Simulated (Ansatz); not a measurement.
# C6H5N: the cost of one run

Method: the levels named in each step, in Ansatz 0.2.0.

**1. The structure to begin with**

Bond lengths: N1–C2 1.149 Å, C2–C3 1.397 Å, C3–C4 1.355 Å, C4–C5 1.438 Å, C5–C6 1.343 Å, C3–C7 1.501 Å, C6–C7 1.490 Å, C4–H8 1.075 Å, C5–H9 1.075 Å, C6–H10 1.074 Å, C7–H11 1.090 Å, C7–H12 1.095 Å. Angles (14 of 19 angles, heavy atoms first): N1–C2–C3 179.3°, C2–C3–C4 127.6°, C2–C3–C7 123.2°, C4–C3–C7 109.2°, C3–C4–C5 109.1°, C4–C5–C6 109.5°, C5–C6–C7 109.9°, C3–C7–C6 102.4°, C3–C4–H8 126.2°, C5–C4–H8 124.7°, C4–C5–H9 123.7°, C6–C5–H9 126.9°, C5–C6–H10 127.3°, C7–C6–H10 122.8°.

Coordinates:

```xyz
12

N     2.8203    0.4248   -0.1478
C     1.6814    0.2850   -0.0872
C     0.2988    0.0993   -0.0131
C    -0.6567    1.0513    0.1184
C    -1.9485    0.4199    0.1563
C    -1.7995   -0.9109    0.0480
C    -0.3541   -1.2509   -0.0694
H    -0.4911    2.1116    0.1846
H    -2.8729    0.9591    0.2571
H    -2.5744   -1.6549    0.0445
H    -0.1270   -1.7724   -0.9997
H    -0.0171   -1.8968    0.7476
```

**2. A rough first relaxation, PBE-D4/def2-SVP**

This run stands in another session on the same molecule. It ended at:

```xyz
12

N     2.8804    0.4371   -0.1523
C     1.7138    0.2944   -0.0886
C     0.3118    0.0993   -0.0127
C    -0.6598    1.0650    0.1213
C    -1.9694    0.4276    0.1567
C    -1.8172   -0.9253    0.0501
C    -0.3599   -1.2543   -0.0678
H    -0.4771    2.1460    0.1883
H    -2.9193    0.9706    0.2568
H    -2.6150   -1.6800    0.0467
H    -0.1206   -1.7947   -1.0119
H    -0.0084   -1.9205    0.7528
```

**3. Relaxation, HF/STO-3G**

Contents of input.yaml:

```yaml
crystal:
  periodic: [false, false, false]
  atoms:
    - { symbol: "N", position_ang: [2.88036644, 0.43706256, -0.1523279] }
    - { symbol: C, position_ang: [1.71375917, 0.29444716, -0.08855183] }
    - { symbol: C, position_ang: [0.31181864, 0.09927438, -0.01266735] }
    - { symbol: C, position_ang: [-0.65980413, 1.06499044, 0.12127382] }
    - { symbol: C, position_ang: [-1.96939861, 0.42763181, 0.15670987] }
    - { symbol: C, position_ang: [-1.81719427, -0.9253173, 0.05014222] }
    - { symbol: C, position_ang: [-0.35993766, -1.25426846, -0.06778803] }
    - { symbol: H, position_ang: [-0.4771402, 2.14602062, 0.18825149] }
    - { symbol: H, position_ang: [-2.91925468, 0.97057086, 0.25680938] }
    - { symbol: H, position_ang: [-2.61503316, -1.68002141, 0.04667893] }
    - { symbol: H, position_ang: [-0.12061019, -1.79472636, -1.01188283] }
    - { symbol: H, position_ang: [-0.00836136, -1.92049428, 0.75282224] }
basis:
  gaussian: { orbitals: STO-3G }
hamiltonian:
  xc: hf
relax:
  f_tol: 0.002
  max_steps: 150
```

Run with:

```bash
$ ansatz run input.yaml --threads 4 --pin off --max-ram 10240MiB --backend cpu --events-out ev --progress --plain --runs-dir out
```

What time and memory should one allow on 4 threads of Arm Neoverse N1, shared host?

About 5.6 s, with a peak of 0.093 GiB.
